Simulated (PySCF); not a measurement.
# C6H12O2S: the cost of one run

Computed with PySCF 2.14.0, with density-fitted response routines of our own, on a single molecule, in the gas phase or a continuum. Atoms count from 0, in the outputs and in this text.

### Step 1. Starting geometry

21 atoms, charge 0, multiplicity 1; geometry from: GFN2-xTB. The atoms were then displaced at random by about 0.01 Å, so the start is not that level's minimum.

Bonds of the start (Å): O0–S1 1.42, S1–O2 1.43, S1–C3 1.85, C3–C4 1.52, C4–C5 1.52, C5–C6 1.51, C6–C7 1.54, C7–C8 1.52, C8–S1 1.83, C3–H9 1.05, C3–H10 1.09, C4–H11 1.10, C4–H12 1.10, C5–H13 1.08, C5–H14 1.11, C6–H15 1.10, C6–H16 1.09, C7–H17 1.08, C7–H18 1.11, C8–H19 1.07, C8–H20 1.10.

### Step 2. Geometry optimisation at PBE0-D3(BJ)/def2-SVP

The job: settings as JSON, then the geometry in Å.

```
{"job": {"xc": "PBE0", "basis": "def2-SVP", "d3": "d3bj", "grid": 1, "shake": 0.01, "kind": "geom"}, "charge": 0, "multiplicity": 1}
O     -0.120830     2.451400    -1.605900
S      0.249580     1.888860    -0.357410
O      0.827850     2.761140     0.617960
C      1.486060     0.570860    -0.732990
C      1.486920    -0.498450     0.342610
C      0.519440    -1.645700     0.096610
C     -0.925020    -1.386020     0.470070
C     -1.566930    -0.179400    -0.230610
C     -1.223970     1.149190     0.428450
H      2.390840     1.105970    -0.792480
H      1.181920     0.170180    -1.697100
H      2.506940    -0.900950     0.412150
H      1.253890    -0.010070     1.305960
H      0.565130    -1.929860    -0.947890
H      0.851660    -2.523160     0.682520
H     -1.013630    -1.233900     1.558460
H     -1.503100    -2.269380     0.213480
H     -1.317310    -0.150830    -1.275950
H     -2.668570    -0.320180    -0.174060
H     -1.047410     1.075690     1.478480
H     -2.004640     1.896890     0.230650
```

On the command line:

```console
$ OMP_NUM_THREADS=1 python probes_run.py task.json out
```

One launch serves the whole session: the jobs run in the order shown.

Q: Estimate the wall time and peak memory of this first job on 1 thread of Intel Xeon Platinum 8259CL at 2.50GHz, shared host.

About 4.9 min, with a peak of 0.83 GiB.
